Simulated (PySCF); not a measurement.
# C7H11NO: the cost of one run

Programs: PySCF 2.14.0, with routines of our own; each step states its level. All values are computed. Atoms count from 0.

## (1) The system as given

20 atoms, charge 0, multiplicity 1; geometry from: GFN2-xTB.

## (2) Magnetic properties: GIAO KT3/pcSseg-1

Job settings and geometry (Å):

```
{"job": {"kind": "mag", "xc": "KT3", "basis": "pcSseg-1", "isotopologues": 0}, "charge": 0, "multiplicity": 1}
C      3.532210    -1.321838     0.012210
C      2.368866    -0.875261    -0.452271
C      1.308322    -0.394955     0.402399
C      0.124079     0.070088    -0.012409
C     -0.288766     0.149745    -1.453206
C     -0.909052     0.542020     0.975883
N     -2.126203    -0.245005     0.885606
C     -3.279724     0.257737     0.414328
O     -3.452791     1.396731     0.058489
H      4.309978    -1.676432    -0.641724
H      3.746945    -1.347356     1.068254
H      2.184795    -0.864139    -1.517099
H      1.523573    -0.414673     1.463770
H     -1.242930     0.661648    -1.545535
H     -0.388826    -0.846058    -1.885484
H      0.450515     0.694740    -2.037475
H     -1.202394     1.572652     0.751532
H     -0.522073     0.493410     1.998529
H     -2.058350    -1.223211     1.116313
H     -4.083322    -0.503189     0.394854
```

With the program's defaults for keys left out, this is: GIAO KT3/pcSseg-1 magnetisability, rotational g tensor and spin-rotation constants, non-relativistic, gas phase.

On the command line:

```
> OMP_NUM_THREADS=1 python excited_run.py task.json out
```

This one command runs all jobs of the session in turn.

Q: Estimate the wall time and peak memory of this first job on 1 thread of Arm Neoverse V1, shared host.

About 70 s, with a peak of 0.69 GiB.
